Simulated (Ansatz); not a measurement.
What does this script print? It uses Ansatz 0.2.0 through its Python package.

`edit_batio3.py`
```python
"""Editing single keys of the input for BaTiO3."""

import logging
import sys

import ansatz as az
from ase import Atoms

logging.basicConfig(stream=sys.stdout, format="%(name)s: %(message)s")
log = logging.getLogger("calc")
log.setLevel(logging.INFO)

OCCUPATIONS = "cold"
K_DENSITY = 2.3
FUNCTIONAL = "pbe"
DISPERSION = "d4"


def main() -> None:
    atoms = Atoms(
        ["Ba", "Ti", "O", "O", "O"],
        scaled_positions=[
            (0.5, 0.5, 0.5),
            (0.0, 0.0, 0.0),
            (0.5, 0.0, 0.0),
            (0.0, 0.5, 0.0),
            (0.0, 0.0, 0.5),
        ],
        cell=[
            (4.006, 0.0, 0.0),
            (0.0, 4.006, 0.0),
            (0.0, 0.0, 4.006),
        ],
        pbc=True,
    )
    xtal = az.Crystal.from_ase(atoms)

    calculation = xtal.calculation()
    calculation = calculation.occupations(OCCUPATIONS, width=20 * az.meV)
    calculation = calculation.kpoints(density=K_DENSITY)
    calculation = calculation.functional(FUNCTIONAL, dispersion=DISPERSION)
    calculation = calculation.band_table()
    typed = calculation.input()
    rows = []
    for value in [0.0001, 1e-06, 1e-08]:
        edited = typed.set(az.key.scf.convergence.dr2_threshold, value)
        r = az.Session.from_dict(edited).plan().execute().report
        rows.append((value, r["free_energy_ev"], r["n_iterations"], len(r["eigenvalues_ev"][0]) if "eigenvalues_ev" in r else 0))
    log.info("  threshold eV            F eV      iterations    bands listed")
    for row in rows:
        log.info(f"{str(row[0]):>14s}  {row[1]:14.5f}  {row[2]:14d}  {row[3]:14d}")
    print(edited.to_yaml())


if __name__ == "__main__":
    main()
```

```console
$ python edit_batio3.py
DeckWarning: basis.ecutwfc = 420 eV, auto-derived from the records' recommended cutoffs: set by Ba (normal level)
calc:   threshold eV            F eV      iterations    bands listed
calc:         0.0001    -10160.62109               4              25
calc:          1e-06    -10160.62109               4              25
calc:          1e-08    -10160.62109               6              25
crystal:
  lattice:
    - [4.006, 0.0, 0.0]
    - [0.0, 4.006, 0.0]
    - [0.0, 0.0, 4.006]
  atoms:
    - { symbol: Ba, position: [0.5, 0.5, 0.5] }
    - { symbol: Ti, position: [0.0, 0.0, 0.0] }
    - { symbol: O, position: [0.5, 0.0, 0.0] }
    - { symbol: O, position: [0.0, 0.5, 0.0] }
    - { symbol: O, position: [0.0, 0.0, 0.5] }
kpoints:
  mp_grid:
    kspacing: 0.4347826086956522
hamiltonian:
  xc: pbe
  dispersion: d4
scf:
  occupations:
    method: cold
    width: 0.02
  convergence:
    dr2_threshold: 1.0e-08
output:
  eigenvalues: true
```
(Warnings from the package without file and line, repeats left out.)

Absolute energies stand on the zero of these potentials, so only differences at equal settings mean something. A total without «per atom» is that of the cell as typed. Spin is left out of this run. This is a high-temperature or high-pressure form, not the ambient phase. The structure is a deposited one; some such entries were measured under pressure or heat, so a shift against it needn't be the functional's error alone. The whole script took 4.2 s on 1 thread of Arm Neoverse V2, on a shared host, peak memory 0.39 GiB.

(Lines on the test bed's own set-up are left out of the output.)
